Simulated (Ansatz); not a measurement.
# Co2IrN3: the cost of one run

Program: Ansatz 0.2.0. Level of theory: DFT PBE, scalar-relativistic, plane waves, PAW. These are calculated values, not measurements.

## Step 1: The system as given

Symmetry: P6_3/mmc, No. 194, hexagonal system. Conventional cell: a = 2.782 Å, b = 2.782 Å, c = 16.038 Å, α = 90.00°, β = 90.00°, γ = 120.00°. Co (site symmetry 3m) has 6 N at 1.90 to 1.98 Å in its first shell of neighbours. Ir (site symmetry -6m2) has 6 N at 2.45 Å and 6 Ir at 2.78 Å in its first shell of neighbours. N (site symmetry -3m) is surrounded by 6 Co at 1.98 Å. N (site symmetry 3m) has 3 Co at 1.90 Å and 3 Ir at 2.45 Å in its first shell of neighbours.

As a file:

```cif
data_structure
_symmetry_space_group_name_H-M 'P 1'
_symmetry_Int_Tables_number 1
_cell_length_a 2.7818
_cell_length_b 2.7818
_cell_length_c 16.0382
_cell_angle_alpha 90.000
_cell_angle_beta 90.000
_cell_angle_gamma 120.000
_cell_volume 107.48
loop_
_atom_site_label
_atom_site_type_symbol
_atom_site_fract_x
_atom_site_fract_y
_atom_site_fract_z
_atom_site_occupancy
Co1 Co 0.33333 0.66667 0.92800 1
Co2 Co 0.66667 0.33333 0.42800 1
Co3 Co 0.66667 0.33333 0.07200 1
Co4 Co 0.33333 0.66667 0.57200 1
Ir1 Ir 0.00000 0.00000 0.25000 1
Ir2 Ir 0.00000 0.00000 0.75000 1
N1 N 0.00000 0.00000 0.50000 1
N2 N 0.00000 0.00000 0.00000 1
N3 N 0.33333 0.66667 0.36500 1
N4 N 0.66667 0.33333 0.86500 1
N5 N 0.66667 0.33333 0.63500 1
N6 N 0.33333 0.66667 0.13500 1
```

(A quick probe on a coarse mesh, which set the mesh and smearing, is not shown.)

## Step 3: Coarse relaxation

The input, input.yaml:

```yaml
crystal:
  lattice:
    - [2.7817746612, 0.0, 0.0]
    - [-1.3908873306, 2.4090875242, 0.0]
    - [0.0, 0.0, 16.0382447894]
  atoms:
    - { symbol: Co, position: [0.3333333333, 0.6666666667, 0.928] }
    - { symbol: Co, position: [0.6666666667, 0.3333333333, 0.428] }
    - { symbol: Co, position: [0.6666666667, 0.3333333333, 0.072] }
    - { symbol: Co, position: [0.3333333333, 0.6666666667, 0.572] }
    - { symbol: Ir, position: [0.0, 0.0, 0.25] }
    - { symbol: Ir, position: [0.0, 0.0, 0.75] }
    - { symbol: "N", position: [0.0, 0.0, 0.5] }
    - { symbol: "N", position: [0.0, 0.0, 0.0] }
    - { symbol: "N", position: [0.3333333333, 0.6666666667, 0.365] }
    - { symbol: "N", position: [0.6666666667, 0.3333333333, 0.865] }
    - { symbol: "N", position: [0.6666666667, 0.3333333333, 0.635] }
    - { symbol: "N", position: [0.3333333333, 0.6666666667, 0.135] }
basis:
  ecutwfc: 420
kpoints:
  mp_grid: { grid: [6, 6, 1] }
hamiltonian:
  xc: pbe
scf:
  occupations: { method: gaussian, width: 0.1 }
  lower_state_search: "off"
output:
  forces: true
  stress: true
  eigenvalues: true
relax:
  adjacent_minimum: "off"
  f_tol: 0.04
  max_steps: 70
  cell: { stress_tol: 0.4 }
```

Launch:

```
ansatz run input.yaml --threads 1 --pin off --max-ram 2560MiB --backend cpu --events-out ev --progress --plain --runs-dir out
```

What time and memory should one allow on 1 thread of Arm Neoverse V1, shared host?

About 44 s, with a peak of 0.42 GiB.
